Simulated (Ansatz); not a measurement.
# CH₆F₂Si₂: one species, many methods

How much do the methods differ for CH₆F₂Si₂? The plan is to run it at one geometry with functionals of several rungs and with coupled cluster, and see how far each lands from CCSD(T) at the basis-set limit for the atomisation energy.

Computed with Ansatz 0.2.0, Gaussian basis. Level: functionals in def2-TZVPP, the program's frozen cores in correlated methods.

The runs, in order: LDA (SPW92), PBE-D4, revPBE-D4, BLYP-D4, r2SCAN-D4, B97M-V, PBE0-D4, B3LYP-D4, r2SCANh-D4, r2SCAN0-D4, HSE06-D4, BHLYP-D4, CAM-B3LYP-D4, LC-ωPBE, ωB97X-V, ωB97M-V, B2PLYP, PBE-QIDH; CCSD(T)/def2-SVP; CCSD(T)/def2-TZVPP; MP2/def2-QZVPP; extrapolation to the limit; RPA on PBE.

**1. The geometry**

All runs share one geometry, relaxed beforehand with PBE0-D4 in a triple-zeta def2 set.

SMILES `C[SiH2][SiH](F)F`, 11 atoms, charge 0, spin multiplicity 1.

Atoms are counted from 1 here; the program's logs count them from 0.

Bond lengths: C1–Si2 1.873 Å, C1–H6 1.092 Å, C1–H7 1.092 Å, C1–H8 1.092 Å, Si2–Si3 2.343 Å, Si2–H9 1.490 Å, Si2–H10 1.490 Å, Si3–F4 1.597 Å, Si3–F5 1.597 Å, Si3–H11 1.483 Å. Angles: Si2–C1–H6 110.6°, Si2–C1–H7 110.7°, Si2–C1–H8 110.6°, H6–C1–H7 108.3°, H6–C1–H8 108.2°, H7–C1–H8 108.3°, C1–Si2–Si3 110.8°, C1–Si2–H9 111.4°, C1–Si2–H10 111.4°, Si3–Si2–H9 107.7°, Si3–Si2–H10 107.7°, H9–Si2–H10 107.9°, Si2–Si3–F4 109.4°, Si2–Si3–F5 109.4°, Si2–Si3–H11 117.1°, F4–Si3–F5 106.4°, F4–Si3–H11 107.0°, F5–Si3–H11 107.0°.

**2. LDA**

This LDA is Slater exchange with PW92 correlation.

Input file in.yaml:

```yaml
crystal:
  periodic: [false, false, false]
  atoms:
    - {symbol: C, position_ang: [-1.072620, 1.156887, 0.698278]}
    - {symbol: Si, position_ang: [0.477113, 0.106322, 0.760530]}
    - {symbol: Si, position_ang: [0.689190, -1.177548, -1.188184]}
    - {symbol: F, position_ang: [-0.602940, -2.100494, -1.358259]}
    - {symbol: F, position_ang: [0.723281, -0.210980, -2.458983]}
    - {symbol: H, position_ang: [-1.959781, 0.527526, 0.604023]}
    - {symbol: H, position_ang: [-1.169825, 1.754041, 1.607273]}
    - {symbol: H, position_ang: [-1.042855, 1.835028, -0.156868]}
    - {symbol: H, position_ang: [0.451479, -0.830737, 1.918232]}
    - {symbol: H, position_ang: [1.699540, 0.948931, 0.881731]}
    - {symbol: H, position_ang: [1.872817, -2.065976, -1.287173]}
basis:
  gaussian: {orbitals: def2-TZVPP}
hamiltonian: {xc: lda}
output: {orbitals: {seedname: orbitals}}
```

Started as:

```sh
$ ansatz run in.yaml --threads 4 --pin off --events-out ev --progress --plain --max-ram 10444MiB
```

Further steps of the session: PBE-D4 (GGA); revPBE-D4 (GGA); BLYP-D4 (GGA); r2SCAN-D4 (meta-GGA); B97M-V (meta-GGA); PBE0-D4 (hybrid); B3LYP-D4 (hybrid); r2SCANh-D4 (hybrid); r2SCAN0-D4 (hybrid); HSE06-D4 (hybrid); BHLYP-D4 (hybrid); CAM-B3LYP-D4 (range-separated); LC-ωPBE (range-separated); ωB97X-V (range-separated); ωB97M-V (range-separated); B2PLYP (double hybrid); PBE-QIDH (double hybrid); CCSD(T) in def2-SVP; CCSD(T) in def2-TZVPP; MP2 in def2-QZVPP; RPA on PBE orbitals.

Before running them: what should the planned runs give, taken together? Wanted: atomisation energy, CCSD(T)/CBS; farthest beyond LDA; mean size of error, GGA; mean size of error, meta-GGA; mean size of error, hybrid; mean size of error, range-separated; mean size of error, double hybrid; gap, smallest and largest; T1 diagnostic.

**Answer**, as computed:

| quantity | value |
| --- | --- |
| atomisation energy, CCSD(T)/CBS | 4012.2 kJ/mol |
| functionals within 20.1 kJ/mol (0.5 %) | PBE-D4, r2SCAN-D4, B97M-V, CAM-B3LYP-D4, ωB97X-V, ωB97M-V |
| farthest beyond LDA | BHLYP-D4 (-107.9 kJ/mol) |
| mean size of error, GGA | 47.1 kJ/mol |
| mean size of error, meta-GGA | 6.8 kJ/mol |
| mean size of error, hybrid | 55.6 kJ/mol |
| mean size of error, range-separated | 14.3 kJ/mol |
| mean size of error, double hybrid | 57.8 kJ/mol |
| gap, smallest and largest | 5.62 eV (LDA (SPW92)), 12.62 eV (LC-ωPBE) |
| T1 diagnostic | 0.0120 |
| triples share of the correlation energy | 3.1 % |

**Reading.** LDA overbinds by 465.7 kJ/mol (12 %). PBE-D4 misses by -4.6 kJ/mol. Double hybrids carry the basis error of their MP2 part in triple zeta, and no dispersion term here, so their miss is partly the set-up's. The rungs meta-GGA, range-separated miss on average by less than the doubt on the reference (20.1 kJ/mol), so they tie. The reference freezes the cores and leaves out relativity and excitations past (T), so misses under about 20.1 kJ/mol can't be ranked. Hartree-Fock recovers 76 % of the binding; the rest is correlation. CCSD(T) in def2-SVP is off by -287.2 kJ/mol, more than most functionals: a good method in a small basis is no reference. Orbital gaps span 5.6 to 12.6 eV; exact exchange widens them.
